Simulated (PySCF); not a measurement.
# C2H9BS: the cost of one run

Computed with PySCF 2.14.0, with density-fitted response routines of our own, on a single molecule in the gas phase. Atoms count from 0, in the outputs and in this text.

## 1. Starting geometry

13 atoms, charge 0, multiplicity 1; geometry from: PBE0-D3(BJ)/def2-SVP.

Bonds of the start (Å): B0–S1 1.94, S1–C2 1.80, S1–C3 1.80, B0–H4 1.22, B0–H5 1.22, B0–H6 1.22, C2–H7 1.10, C2–H8 1.10, C2–H9 1.10, C3–H10 1.10, C3–H11 1.10, C3–H12 1.10.

## 2. Shielding tensors: PBE0/pcSseg-2

Job settings and geometry (Å):

```
{"job": {"kind": "nmr", "xc": "PBE0", "basis": "pcSseg-2", "pop": false}, "charge": 0, "multiplicity": 1}
B     -0.351571     1.680528     0.373767
S     -0.118713    -0.176617     0.887762
C      1.504490    -0.597025     0.236672
C     -1.172543    -1.077656    -0.257695
H     -0.129975     1.714742    -0.828795
H      0.471737     2.253751     1.070067
H     -1.506775     1.908490     0.696160
H      1.567074    -0.296955    -0.818865
H      1.694571    -1.672022     0.359126
H      2.233913    -0.021338     0.821159
H     -0.975613    -0.739311    -1.284940
H     -1.005875    -2.158592    -0.154308
H     -2.208256    -0.834323     0.013020
```

Method: GIAO PBE0/pcSseg-2 NMR shielding, non-relativistic, gas phase.

Command:

```bash
OMP_NUM_THREADS=1 python probes_run.py task.json out
```

This one command runs all jobs of the session in turn.

Q: Estimate the wall time and peak memory of this first job on 1 thread of Arm Neoverse N1, shared host.

About 58 s, with a peak of 0.97 GiB.
